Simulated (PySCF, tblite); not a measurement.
**C₆H₁₂N₂Si: geometry, infrared bands and NMR shifts**

Wanted: the infrared bands and NMR shifts of C₆H₁₂N₂Si (`C=C(C)CNC[SiH2]C#N`), by calculation.

Programs: tblite 0.8.0 and PySCF 2.14.0, with density-fitted response routines of our own. Each step states its level of theory. These are calculated values for one molecule in the gas phase, unless marked as measured. Atoms are numbered from 0 throughout.

**1. Starting geometry**

21 atoms, charge 0, multiplicity 1; geometry from: force field or distance geometry start.

Bonds of the start (Å): C0–C1 1.34, C1–C2 1.50, C1–C3 1.51, C3–N4 1.47, N4–C5 1.47, C5–Si6 1.89, Si6–C7 1.89, C7–N8 1.16, C0–H9 1.10, C0–H10 1.08, C2–H11 1.11, C2–H12 1.08, C2–H13 1.10, C3–H14 1.09, C3–H15 1.11, N4–H16 1.02, C5–H17 1.10, C5–H18 1.09, Si6–H19 1.48, Si6–H20 1.50.

**2. Geometry optimisation with GFN2-xTB**

What the job is given:

```
{"job": {"kind": "relax", "xc": "GFN2-xTB", "basis": "xTB"}, "charge": 0, "multiplicity": 1}
C     -2.903800     0.285200     1.339600
C     -2.142800     0.094900     0.250000
C     -2.548100    -0.844700    -0.841600
C     -0.827500     0.818400     0.064300
N      0.278000    -0.149700     0.084800
C      1.564700     0.533900    -0.107100
Si     2.992300    -0.696900    -0.268200
C      4.630500     0.221600    -0.430200
N      5.629700     0.795900    -0.531800
H     -3.865000    -0.228600     1.465000
H     -2.623300     0.965900     2.133500
H     -3.554900    -1.269000    -0.665600
H     -1.859300    -1.673400    -0.928300
H     -2.589000    -0.306600    -1.802100
H     -0.861100     1.363500    -0.877200
H     -0.682800     1.554900     0.879200
H      0.262800    -0.632800     0.978500
H      1.766000     1.194300     0.743600
H      1.549000     1.143500    -1.011600
H      2.773300    -1.592900    -1.430300
H      3.002300    -1.560400     0.954900
```

Run with:

```bash
$ OMP_NUM_THREADS=1 python probes_run.py task.json out
```

This one command runs all jobs of the session in turn.

**Question.** This job is followed by: GFN2-xTB harmonic vibrations, gas phase; GIAO PBE0/pcSseg-1 NMR shielding, non-relativistic, gas phase. What will the session give for the following? strongest single infrared mode (GFN2-xTB); zero-point energy (GFN2-xTB); 13C shifts against TMS (PBE0/pcSseg-1); 1H shifts against TMS (PBE0/pcSseg-1, means over atoms taken as alike); 15N shifts against NH3 (PBE0/pcSseg-1); 29Si shifts against TMS (PBE0/pcSseg-1); surface potential, 1st and 99th percentile.

As calculated:

| quantity | value |
| --- | --- |
| strongest single infrared mode (GFN2-xTB) | 2232 cm⁻¹, 286 km/mol |
| zero-point energy (GFN2-xTB) | 103.6 kcal/mol |
| 13C shifts against TMS (PBE0/pcSseg-1) | 154.7, 123.1, 118.7, 66.8, 39.6, 23.6 ppm |
| 1H shifts against TMS (PBE0/pcSseg-1, means over atoms taken as alike) | 5.23, 5.15, 4.39, 3.27, 2.79, 2.06, -0.43 ppm |
| 15N shifts against NH3 (PBE0/pcSseg-1) | 366.3, 53.9 ppm |
| 29Si shifts against TMS (PBE0/pcSseg-1) | -74.2 ppm |
| surface potential, 1st and 99th percentile | -1.70 V and 1.56 V |

**Reading.** Over 67 steps the energy fell by 0.173 eV; of the close pairs, Si6–H20 changed most, 1.497 to 1.467 Å. No mode is imaginary among the 57: a minimum at this level. The strongest single mode, at 2232 cm⁻¹, moves mainly H20. Unscaled tight-binding wavenumbers are off by several per cent, some by more. Its intensities can rank the bands wrongly. The most deshielded carbon is C1 (fully substituted alkene carbon), at 154.7 ppm: the olefinic region. At PBE0/pcSseg-1: The largest span, 598 ppm, is at N8, where the paramagnetic term is -435 ppm. At PBE0/pcSseg-1, counted by nearest atom on the grid, the HOMO lies on N4 59 %; H15, H17 about 8 % each, the LUMO on C7 25 %; N8 24 %.
